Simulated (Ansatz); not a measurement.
**CH5NOSSi: molecular dynamics**

Aim: follow the molecule's vibrations and see whether its bonds hold. The start is relaxed first. Runs: 600 steps of 1 fs under a Langevin thermostat at 1000 K. SMILES of the start: OC(=S)N[SiH3].

Method: RHF/STO-3G, in Ansatz 0.2.0.

## (1) Starting point

Bond lengths: O1–C2 1.275 Å, C2–S3 1.630 Å, C2–N4 1.374 Å, N4–Si5 1.687 Å, O1–H6 1.006 Å, N4–H7 1.025 Å, Si5–H8 1.467 Å, Si5–H9 1.497 Å, Si5–H10 1.496 Å. Angles: O1–C2–S3 115.3°, O1–C2–N4 112.4°, S3–C2–N4 132.2°, C2–O1–H6 111.5°, C2–N4–Si5 130.2°, C2–N4–H7 113.3°, Si5–N4–H7 116.1°, N4–Si5–H8 108.4°, N4–Si5–H9 109.8°, N4–Si5–H10 107.1°, H8–Si5–H9 112.6°, H8–Si5–H10 109.1°, H9–Si5–H10 109.7°.

As a file:

```xyz
10

O    -1.7342    1.3663    0.3028
C    -0.7098    0.6714    0.6102
S    -0.2811    0.7191    2.1826
N    -0.1497    0.0516   -0.4813
Si    1.1469   -1.0237   -0.5781
H    -2.0955    1.8634    1.0999
H    -0.6810    0.1951   -1.3460
H     1.3017   -1.4361   -1.9772
H     0.9157   -2.1822    0.3408
H     2.3701   -0.2761   -0.1508
```

## (2) Preparing the start

Contents of input.yaml:

```yaml
crystal:
  periodic: [false, false, false]
  atoms:
    - { symbol: O, position_ang: [-1.7342, 1.3663, 0.3028] }
    - { symbol: C, position_ang: [-0.7098, 0.6714, 0.6102] }
    - { symbol: S, position_ang: [-0.2811, 0.7191, 2.1826] }
    - { symbol: "N", position_ang: [-0.1497, 0.0516, -0.4813] }
    - { symbol: Si, position_ang: [1.1469, -1.0237, -0.5781] }
    - { symbol: H, position_ang: [-2.0955, 1.8634, 1.0999] }
    - { symbol: H, position_ang: [-0.681, 0.1951, -1.346] }
    - { symbol: H, position_ang: [1.3017, -1.4361, -1.9772] }
    - { symbol: H, position_ang: [0.9157, -2.1822, 0.3408] }
    - { symbol: H, position_ang: [2.3701, -0.2761, -0.1508] }
basis:
  gaussian: { orbitals: STO-3G }
hamiltonian:
  xc: hf
relax:
  f_tol: 0.02
  max_steps: 40
scf:
  lower_state_search: "off"
output:
  orbitals: {}
```

Run with:

```console
ansatz run input.yaml --threads 1 --pin off --max-ram 2048MiB --backend cpu --events-out ev --progress --plain --runs-dir out
```

What it wrote (excerpt; [...] marks lines left out):

```text
Warning: RAYON_NUM_THREADS=1 ignored (pool sized by the plan → 1); use --threads N
[...]
Functional definition: HF
[...]
532 factors; integrals over basis functions are off by at most 1.0e-5 eV
[...]
mean field -23038.41443580 eV, -846.6461145175 hartree, gradient 1.3e-6 eV, S^2 0.000000; 0 other end points of the search recorded, 0 dependent functions left out
[...]
reference -23038.41443580 eV, -846.6461145175 hartree; 28, 28 occupied and 10, 10 virtual orbitals, 532 factors
relax step   1: F+E_penalty+E_count = -23038.41443580 eV  Δ(F+E_penalty+E_count) = +0.000e0 eV  max|allowed force component| = 6.836e0 eV/Å  Δτ_max = 0.0000 Å  (20 SCF iters, accepted)
[...]
relax step   3: F+E_penalty+E_count = -23039.29593331 eV  Δ(F+E_penalty+E_count) = -8.210e-2 eV  max|allowed force component| = 7.606e-1 eV/Å  Δτ_max = 0.0801 Å  (29 SCF iters, accepted)
[...]
relax step   5: F+E_penalty+E_count = -23039.31945736 eV  Δ(F+E_penalty+E_count) = -8.727e-3 eV  max|allowed force component| = 1.643e-1 eV/Å  Δτ_max = 0.0211 Å  (21 SCF iters, accepted)
[...]
relax step   7: F+E_penalty+E_count = -23039.32097843 eV  Δ(F+E_penalty+E_count) = -3.593e-4 eV  max|allowed force component| = 4.000e-2 eV/Å  Δτ_max = 0.0103 Å  (22 SCF iters, accepted)
[...]
relax step   8: F+E_penalty+E_count = -23039.32106683 eV  Δ(F+E_penalty+E_count) = -8.840e-5 eV  max|allowed force component| = 2.804e-2 eV/Å  Δτ_max = 0.0052 Å  (23 SCF iters, accepted)
[...]
relax step   9: F+E_penalty+E_count = -23039.32111840 eV  Δ(F+E_penalty+E_count) = -5.157e-5 eV  max|allowed force component| = 1.641e-3 eV/Å  Δτ_max = 0.0065 Å  (23 SCF iters, accepted)
Total energy: -23039.32111840 eV, -846.6794344884 hartree
Atom 0 at    -1.814023     1.436658     0.256465 Å, force     0.000184    -0.000122     0.000016 eV/Å
Atom 1 at    -0.705018     0.681014     0.613051 Å, force    -0.000764     0.000537     0.000549 eV/Å
Atom 2 at    -0.105319     0.577334     2.103839 Å, force     0.000012    -0.000290     0.000543 eV/Å
Atom 3 at    -0.213507     0.043299    -0.517770 Å, force     0.000797    -0.001641    -0.001331 eV/Å
Atom 4 at     1.174546    -1.013738    -0.526244 Å, force    -0.000173    -0.000267     0.000979 eV/Å
Atom 5 at    -2.118257     1.863319     1.094583 Å, force     0.000054     0.000939     0.000153 eV/Å
Atom 6 at    -0.741210     0.243088    -1.366281 Å, force    -0.000359     0.000233    -0.000321 eV/Å
Atom 7 at     1.322783    -1.444465    -1.873500 Å, force     0.000003     0.000336    -0.000114 eV/Å
Atom 8 at     0.947663    -2.131351     0.324742 Å, force     0.000345    -0.000309    -0.000233 eV/Å
Atom 9 at     2.335441    -0.306358    -0.105985 Å, force    -0.000100     0.000584    -0.000242 eV/Å
Dipole moment:    -0.024163    -0.080480    -0.415722 e Å
Checks for a lower state left out: stability, starts, cluster_reference, orbital_swaps, neighbouring_geometries, increment
```

Wall time 14 s (1 thread of Arm Neoverse V1, shared host); peak memory 0.16 GiB.

Relaxation path:

| step | energy from step 1 (eV) | largest force component (eV/Å) |
| --- | --- | --- |
| 1 | 0.0000 | 6.8363 |
| 2 | -0.7994 | 2.2920 |
| 3 | -0.8815 | 0.7606 |
| 4 | -0.8963 | 0.4296 |
| 5 | -0.9050 | 0.1643 |
| 6 | -0.9062 | 0.0566 |
| 7 | -0.9065 | 0.0400 |
| 8 | -0.9066 | 0.0280 |
| 9 | -0.9067 | 0.0016 |

Step 1 is the start.

After: Bond lengths: O1–C2 1.389 Å, C2–S3 1.610 Å, C2–N4 1.388 Å, N4–Si5 1.745 Å, O1–H6 0.988 Å, N4–H7 1.019 Å, Si5–H8 1.422 Å, Si5–H9 1.423 Å, Si5–H10 1.423 Å. Angles: O1–C2–S3 124.8°, O1–C2–N4 108.9°, S3–C2–N4 126.4°, C2–O1–H6 105.2°, C2–N4–Si5 124.3°, C2–N4–H7 113.9°, Si5–N4–H7 121.8°, N4–Si5–H8 105.7°, N4–Si5–H9 110.2°, N4–Si5–H10 110.3°, H8–Si5–H9 110.2°, H8–Si5–H10 110.2°, H9–Si5–H10 110.1°.

## (3) The run

600 steps of 1 fs under a Langevin thermostat at 1000 K, from the relaxed start.

Contents of input.yaml:

```yaml
crystal:
  periodic: [false, false, false]
  atoms:
    - { symbol: O, position_ang: [-1.814023, 1.436658, 0.256465] }
    - { symbol: C, position_ang: [-0.705018, 0.681014, 0.613051] }
    - { symbol: S, position_ang: [-0.105319, 0.577334, 2.103839] }
    - { symbol: "N", position_ang: [-0.213507, 0.043299, -0.51777] }
    - { symbol: Si, position_ang: [1.174546, -1.013738, -0.526244] }
    - { symbol: H, position_ang: [-2.118257, 1.863319, 1.094583] }
    - { symbol: H, position_ang: [-0.74121, 0.243088, -1.366281] }
    - { symbol: H, position_ang: [1.322783, -1.444465, -1.8735] }
    - { symbol: H, position_ang: [0.947663, -2.131351, 0.324742] }
    - { symbol: H, position_ang: [2.335441, -0.306358, -0.105985] }
basis:
  gaussian: { orbitals: STO-3G }
hamiltonian:
  xc: hf
md:
  timestep: 1.0
  n_steps: 600
  ensemble: nvt_langevin
  temperature: 1000.0
  initial_velocities: maxwell_boltzmann
  seed: 395666
  friction: 0.05
scf:
  lower_state_search: "off"
```

Run with:

```console
ansatz run input.yaml --threads 1 --pin off --max-ram 2048MiB --backend cpu --events-out ev --progress --plain --runs-dir out
```

What it wrote (excerpt; [...] marks lines left out):

```text
Warning: RAYON_NUM_THREADS=1 ignored (pool sized by the plan → 1); use --threads N
[...]
[... 1 set-up line as earlier in the session ...]
[...]
537 factors; integrals over basis functions are off by at most 9.4e-6 eV
[...]
mean field -23039.32116144 eV, -846.6794360702 hartree, gradient 2.3e-6 eV, S^2 0.000000; 0 other end points of the search recorded, 0 dependent functions left out
[...]
reference -23039.32116144 eV, -846.6794360702 hartree; 28, 28 occupied and 10, 10 virtual orbitals, 537 factors
md step     0: t =     0.00 fs  T =   900.0 K  F+E_penalty+E_count = -23039.32116144 eV  E_kin = 1.163340 eV  (27 SCF iters)
[...]
md step    25: t =    25.00 fs  T =   978.6 K  F+E_penalty+E_count = -23038.50150585 eV  E_kin = 1.264960 eV  (21 SCF iters)
[...]
md step    50: t =    50.00 fs  T =   969.8 K  F+E_penalty+E_count = -23038.56738500 eV  E_kin = 1.253591 eV  (21 SCF iters)
[...]
md step    75: t =    75.00 fs  T =  1072.8 K  F+E_penalty+E_count = -23038.30104057 eV  E_kin = 1.386663 eV  (21 SCF iters)
[...]
md step    98: t =    98.00 fs  T =   816.0 K  F+E_penalty+E_count = -23037.80858901 eV  E_kin = 1.054770 eV  (21 SCF iters)
md step    99: t =    99.00 fs  T =   832.5 K  F+E_penalty+E_count = -23038.01860952 eV  E_kin = 1.076128 eV  (21 SCF iters)
```

## (4) More of the same log: dynamics from the start

Output, continued (excerpt; [...] marks lines left out):

```text
md step   100: t =   100.00 fs  T =   846.5 K  F+E_penalty+E_count = -23038.07442733 eV  E_kin = 1.094237 eV  (21 SCF iters)
[...]
md step   132: t =   132.00 fs  T =  1053.2 K  F+E_penalty+E_count = -23038.04854276 eV  E_kin = 1.361323 eV  (21 SCF iters)
[...]
md step   164: t =   164.00 fs  T =  1051.6 K  F+E_penalty+E_count = -23037.65071762 eV  E_kin = 1.359264 eV  (22 SCF iters)
[...]
md step   196: t =   196.00 fs  T =  1131.4 K  F+E_penalty+E_count = -23038.27038239 eV  E_kin = 1.462498 eV  (21 SCF iters)
[...]
md step   228: t =   228.00 fs  T =  1257.1 K  F+E_penalty+E_count = -23038.28068726 eV  E_kin = 1.624939 eV  (20 SCF iters)
md step   229: t =   229.00 fs  T =   963.9 K  F+E_penalty+E_count = -23038.13818580 eV  E_kin = 1.245931 eV  (21 SCF iters)
```

## (5) The output, continued: dynamics from the start

Output, continued (excerpt; [...] marks lines left out):

```text
md step   230: t =   230.00 fs  T =  1004.1 K  F+E_penalty+E_count = -23038.07658222 eV  E_kin = 1.297871 eV  (21 SCF iters)
[...]
md step   256: t =   256.00 fs  T =  1419.7 K  F+E_penalty+E_count = -23037.72694101 eV  E_kin = 1.835128 eV  (20 SCF iters)
[...]
md step   282: t =   282.00 fs  T =   966.1 K  F+E_penalty+E_count = -23037.88209230 eV  E_kin = 1.248717 eV  (22 SCF iters)
[...]
md step   308: t =   308.00 fs  T =   905.2 K  F+E_penalty+E_count = -23038.60083307 eV  E_kin = 1.170073 eV  (21 SCF iters)
[...]
md step   599: t =   599.00 fs  T =   925.5 K  F+E_penalty+E_count = -23037.64996628 eV  E_kin = 1.196338 eV  (22 SCF iters)
[...]
md step   600: t =   600.00 fs  T =   951.3 K  F+E_penalty+E_count = -23037.78149456 eV  E_kin = 1.229603 eV  (22 SCF iters)
Total energy: -23037.78149456 eV, -846.6228543559 hartree
[...]
Atom 1 at     0.162054     1.355263     1.457660 Å, force    -0.208224    -3.660594    -2.091885 eV/Å
Atom 2 at     0.399292     0.501442     2.830206 Å, force    -0.476773     2.325406     0.162892 eV/Å
Atom 3 at     0.421599     0.610530     0.223621 Å, force    -4.431763     8.001204     2.150866 eV/Å
Atom 4 at     1.332885    -0.714459    -0.045208 Å, force     1.433647    -1.809331    -0.147004 eV/Å
Atom 5 at    -1.202195     2.732708     1.817477 Å, force     2.062381    -0.278776    -1.651240 eV/Å
Atom 6 at    -0.040493     1.167479    -0.530233 Å, force     1.026683    -1.202532     0.416555 eV/Å
Atom 7 at     0.459362    -1.421315    -0.883608 Å, force     0.324240    -1.282436    -0.528866 eV/Å
Atom 8 at     1.667073    -1.243207     1.227530 Å, force     0.133466    -0.656645    -0.326483 eV/Å
Atom 9 at     2.435310    -0.156998    -0.690202 Å, force     1.271142    -0.632492    -0.805383 eV/Å
Dipole moment:    -0.100109    -0.050332    -0.315710 e Å
Checks for a lower state left out: stability, starts, cluster_reference, orbital_swaps, neighbouring_geometries, increment
```

Wall time 7.1 min (1 thread of Arm Neoverse V1, shared host); peak memory 0.082 GiB.

## (6) Frames and traces

One step in 24; energies are changes from step 0:

| time (fs) | T (K) | potential energy change (meV/atom) |
| --- | --- | --- |
| 0.0 | 900 | 0.0 |
| 24.0 | 1002 | 69.2 |
| 48.0 | 666 | 98.8 |
| 72.0 | 991 | 124.9 |
| 96.0 | 633 | 166.8 |
| 120.0 | 1221 | 107.9 |
| 144.0 | 1103 | 146.9 |
| 168.0 | 1308 | 128.2 |
| 192.0 | 968 | 127.1 |
| 216.0 | 1106 | 127.8 |
| 240.0 | 1244 | 174.1 |
| 264.0 | 2095 | 119.7 |
| 288.0 | 975 | 108.5 |
| 312.0 | 726 | 122.4 |
| 336.0 | 992 | 108.6 |
| 360.0 | 1193 | 127.3 |
| 384.0 | 1195 | 81.6 |
| 408.0 | 558 | 87.9 |
| 432.0 | 766 | 65.4 |
| 456.0 | 784 | 113.2 |
| 480.0 | 1146 | 47.2 |
| 504.0 | 693 | 96.2 |
| 528.0 | 674 | 93.8 |
| 552.0 | 800 | 145.2 |
| 576.0 | 995 | 140.6 |
| 600.0 | 951 | 154.0 |

time (fs), T (K) and a bar:
```
      0.0        900 ############
     26.0        978 ###############
     52.0        978 ###############
     78.0       1100 ###################
    104.0       1102 ###################
    130.0       1295 ##########################
    157.0        954 ##############
    183.0       1259 #########################
    209.0        883 ###########
    235.0       1343 ############################
    261.0       1258 #########################
    287.0        779 #######
    313.0        707 #####
    339.0       1278 ##########################
    365.0        782 #######
    391.0        728 #####
    417.0        582 
    443.0       1083 ###################
    470.0       1027 #################
    496.0       1179 ######################
    522.0        816 #########
    548.0        969 ##############
    574.0       1390 ##############################
    600.0        951 ##############
```

## (7) Positions and forces

Positions (Å) and forces (eV/Å):

```xyz
10
time_fs=75.0 T=1073 dE=1.0201
O    -1.853    1.172    0.818   -1.544    1.469    0.562
C    -0.581    0.667    0.630    0.289   -0.413    3.621
S     0.527    0.582    1.827   -0.265    0.443   -0.245
N    -0.440   -0.029   -0.537   -0.598   -0.256   -1.866
Si    1.125   -0.977   -0.660   -0.773   -1.106    0.143
H    -2.001    1.633    1.736    1.595   -1.478   -2.333
H    -1.227    0.198   -1.227    2.094   -1.202    1.070
H     1.112   -1.628   -1.985    0.056    0.975    1.142
H     1.356   -2.122    0.333   -0.875    2.185   -1.528
H     2.126    0.038   -0.473    0.023   -0.617   -0.567
10
time_fs=150.0 T=1599 dE=1.2794
O    -1.849    1.484    0.762    1.422    1.141    0.750
C    -0.610    0.851    0.624    0.579   -2.117   -3.269
S     0.537    0.656    1.788   -1.835    0.578   -1.830
N    -0.527    0.200   -0.825    0.895    1.689    6.374
Si    1.078   -0.486   -1.078   -0.779   -1.649   -3.114
H    -1.685    2.196    1.471   -0.550   -1.306   -0.862
H    -1.075    0.713   -1.518    0.117    0.137   -0.084
H     0.983   -1.279   -2.334    0.047    1.073    1.347
H     1.510   -1.369   -0.096   -0.298   -0.688    0.859
H     2.144    0.397   -1.226    0.403    1.141   -0.172
10
time_fs=225.0 T=1172 dE=1.2639
O    -1.714    1.690    0.382    0.121    0.041   -0.105
C    -0.485    1.071    0.685   -0.480   -0.648    1.041
S     0.416    0.757    2.014   -0.862    1.448   -0.139
N    -0.222    0.340   -0.445   -1.836    0.004   -5.288
Si    1.208   -0.455   -1.097   -2.112   -2.805   -0.988
H    -1.994    2.468    0.928    1.063   -0.451    0.852
H    -0.961    0.477   -1.260    2.295   -0.088    3.268
H     0.593   -0.965   -2.358    1.175    0.907    1.222
H     1.460   -1.716   -0.378    0.410    1.544   -0.208
H     2.299    0.406   -1.377    0.226    0.049    0.345
10
time_fs=300.0 T=1039 dE=0.8641
O    -1.315    1.741    0.778    1.383    1.364    1.306
C    -0.172    0.919    0.805   -0.797   -0.462   -3.200
S     0.895    0.693    1.983   -0.307    0.172    0.079
N    -0.061    0.266   -0.473   -0.211    0.551   -0.255
Si    1.120   -0.929   -0.845    0.391    0.492   -2.352
H    -1.072    2.523    1.392   -0.741   -1.539   -0.838
H    -0.648    0.384   -1.340   -0.215    1.210    2.600
H     0.961   -1.154   -2.281    0.152    0.293    1.012
H     0.635   -2.067   -0.259    0.338   -1.770    1.159
H     2.461   -0.498   -0.649    0.008   -0.313    0.489
10
time_fs=375.0 T=1357 dE=0.7297
O    -0.980    1.990    0.605   -2.011    2.449    0.596
C    -0.070    1.038    0.760    3.039   -3.655    0.278
S     0.801    0.878    2.125    0.126    0.146   -0.203
N     0.037    0.164   -0.329   -1.914    1.137   -2.067
Si    1.403   -1.018   -0.485   -3.518    0.589   -0.056
H    -0.910    2.445    1.493   -0.665    0.234   -0.909
H    -0.788    0.318   -1.045    3.167   -0.729    2.034
H     1.014   -1.752   -1.640    0.575    0.183   -0.338
H     1.087   -1.886    0.583    1.010   -0.306    0.507
H     2.665   -0.380   -0.568    0.191   -0.049    0.158
10
time_fs=450.0 T=942 dE=1.1100
O    -1.006    2.060    0.419    0.772    3.633    1.635
C     0.080    1.352    0.899   -2.108   -4.978   -2.427
S     0.629    1.050    2.358    1.043    1.403    1.515
N     0.145    0.309   -0.079   -1.063    1.065   -1.717
Si    1.358   -0.861   -0.357    1.046   -1.591    0.450
H    -0.923    2.936    0.915   -0.942   -0.717   -0.645
H    -0.498    0.453   -0.899    0.907    0.233    1.612
H     1.289   -1.098   -1.765    0.464    0.279    0.093
H     1.135   -2.196    0.214    0.119    1.331   -0.023
H     2.571   -0.255    0.145   -0.240   -0.659   -0.494
10
time_fs=525.0 T=831 dE=0.7719
O    -0.357    2.614    1.026    0.318   -0.454    0.764
C     0.083    1.304    1.294    0.940    1.087   -0.019
S     0.534    0.867    2.741    0.476   -0.516    1.731
N     0.230    0.566    0.145    0.274   -0.884    0.323
Si    1.250   -0.755   -0.260    2.407    0.885    1.155
H    -0.087    3.056    1.885   -0.753    0.144   -0.759
H    -0.472    0.769   -0.489   -2.234    1.145   -2.636
H     0.849   -1.442   -1.373   -1.029   -0.442   -1.602
H     1.242   -1.702    0.783    0.422   -0.150    0.480
H     2.553   -0.159   -0.577   -0.821   -0.816    0.563
10
time_fs=600.0 T=951 dE=1.5397
O    -0.491    2.560    1.079   -1.135   -0.804    2.821
C     0.162    1.355    1.458   -0.208   -3.661   -2.092
S     0.399    0.501    2.830   -0.477    2.325    0.163
N     0.422    0.611    0.224   -4.432    8.001    2.151
Si    1.333   -0.715   -0.045    1.434   -1.809   -0.147
H    -1.202    2.733    1.817    2.062   -0.279   -1.651
H    -0.041    1.167   -0.530    1.027   -1.202    0.417
H     0.459   -1.421   -0.884    0.324   -1.282   -0.529
H     1.667   -1.243    1.228    0.134   -0.657   -0.327
H     2.435   -0.157   -0.690    1.271   -0.632   -0.805
```

## (8) Summary of results

```
                        quantity                           value
         relaxation of the start         8 moves, 0.907 eV lower
                          length               600 steps of 1 fs
temperature, first and last step                   900 and 951 K
        temperature, second half  mean 994 K, from 354 to 1632 K
   potential energy, second half    +106 meV/atom from the start
          bonds formed or broken                               0
```

In words: Against a set 1000 K the second half averages 994 K with a spread of 236 K. The bonds all hold. Averages from a run of 600 fs with 10 atoms are rough. The nuclei move classically, without zero-point motion, which matters most for hydrogen. The basis is very small, so the numbers are rough.
